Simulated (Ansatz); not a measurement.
# ZrBr₄: a ladder of functionals and wavefunction methods

One table from this session's results is given with a row withheld; the runs are named, their logs left out.

The runs use Ansatz 0.2.0, Gaussian basis; functionals in def2-TZVPP, the program's frozen cores in correlated methods.

Levels to be run: LDA (SPW92), PBE-D4, revPBE-D4, BLYP-D4, r2SCAN-D4, B97M-V, PBE0-D4, B3LYP-D4, r2SCANh-D4, r2SCAN0-D4, HSE06-D4, BHLYP-D4, CAM-B3LYP-D4, LC-ωPBE, ωB97X-V, ωB97M-V, B2PLYP, PBE-QIDH; CCSD(T)/def2-SVP; CCSD(T)/def2-TZVPP; MP2/def2-QZVPP; extrapolation to the limit; RPA on PBE.

2 further runs of the same task are left out: 2 that didn't finish.

## Structure used throughout

All runs share one geometry, relaxed beforehand with PBE0-D4 in a triple-zeta def2 set. Zr takes the def2 core potential; no spin-orbit term is included.

SMILES `[Br][Zr]([Br])([Br])[Br]`, 5 atoms, charge 0, spin multiplicity 1.

Atoms are counted from 1 here; the program's logs count them from 0.

Bond lengths: Br1–Zr2 2.466 Å, Zr2–Br3 2.466 Å, Zr2–Br4 2.467 Å, Zr2–Br5 2.466 Å. Angles: Br1–Zr2–Br3 109.5°, Br1–Zr2–Br4 109.5°, Br1–Zr2–Br5 109.5°, Br3–Zr2–Br4 109.4°, Br3–Zr2–Br5 109.5°, Br4–Zr2–Br5 109.5°.

Geometry (Å):

```xyz
5
Br4Zr
Br   -1.2091   -0.4249    2.0962
Zr    0.0100   -0.0147   -0.0082
Br    2.2767   -0.9733    0.1540
Br   -1.1982   -1.0751   -1.8789
Br    0.1704    2.4144   -0.4045
```

The first run:

Contents of in.yaml:

```yaml
crystal:
  periodic: [false, false, false]
  atoms:
    - {symbol: Br, position_ang: [-1.209095, -0.424858, 2.096244]}
    - {symbol: Zr, position_ang: [0.010025, -0.014730, -0.008245]}
    - {symbol: Br, position_ang: [2.276746, -0.973325, 0.153965]}
    - {symbol: Br, position_ang: [-1.198191, -1.075104, -1.878942]}
    - {symbol: Br, position_ang: [0.170414, 2.414416, -0.404523]}
basis:
  gaussian: {orbitals: def2-TZVPP}
hamiltonian: {xc: lda}
output: {orbitals: {seedname: orbitals}}
```

Command:

```sh
$ ansatz run in.yaml --threads 2 --pin off --events-out ev --progress --plain --max-ram 22528MiB --backend cpu
```

Among the steps run: LDA; PBE-D4 (GGA); revPBE-D4 (GGA); BLYP-D4 (GGA); r2SCAN-D4 (meta-GGA); B97M-V (meta-GGA); B3LYP-D4 (hybrid); r2SCANh-D4 (hybrid); r2SCAN0-D4 (hybrid); HSE06-D4 (hybrid); BHLYP-D4 (hybrid); CAM-B3LYP-D4 (range-separated); LC-ωPBE (range-separated); ωB97X-V (range-separated); ωB97M-V (range-separated); B2PLYP (double hybrid); PBE-QIDH (double hybrid).

One of the session's tables, all rows but one given; the rest of the session is left out.

It belongs to the step «Frontier levels by functional». 

| functional | HOMO (eV) | LUMO (eV) | gap (eV) |
| --- | --- | --- | --- |
| LDA (SPW92) | -7.84 | -3.76 | 4.07 |
| PBE-D4 | -7.66 | -3.54 | 4.12 |
| revPBE-D4 | -7.60 | -3.47 | 4.13 |
| BLYP-D4 | -7.47 | -3.39 | 4.08 |
| r2SCAN-D4 | -8.03 | -3.47 | 4.55 |
| B97M-V | -8.06 | -3.38 | 4.68 |
| PBE0-D4 | -8.90 | -2.84 | 6.06 |
| B3LYP-D4 | -8.63 | -3.00 | 5.62 |
| r2SCANh-D4 | ? | ? | ? |
| r2SCAN0-D4 | -9.15 | -2.78 | 6.36 |
| HSE06-D4 | -8.51 | -3.21 | 5.30 |
| BHLYP-D4 | -9.97 | -1.93 | 8.05 |
| CAM-B3LYP-D4 | -10.17 | -1.81 | 8.36 |
| LC-ωPBE | -11.55 | -0.79 | 10.76 |
| ωB97X-V | -11.19 | -0.83 | 10.36 |
| ωB97M-V | -11.04 | -0.87 | 10.17 |

Estimate the missing values for r2SCANh-D4.

Worked estimate for «HOMO (eV)». Against the share of exact exchange, r2SCAN-D4 (0, -8.03), r2SCAN0-D4 (0.25, -9.15) give a slope of -4.48 per unit share; at 0.1 the line stands at -8.48.

**Answer.** HOMO (eV): -8.47; LUMO (eV): -3.20; gap (eV): 5.27. In «HOMO (eV)» the line misses by -0.01.
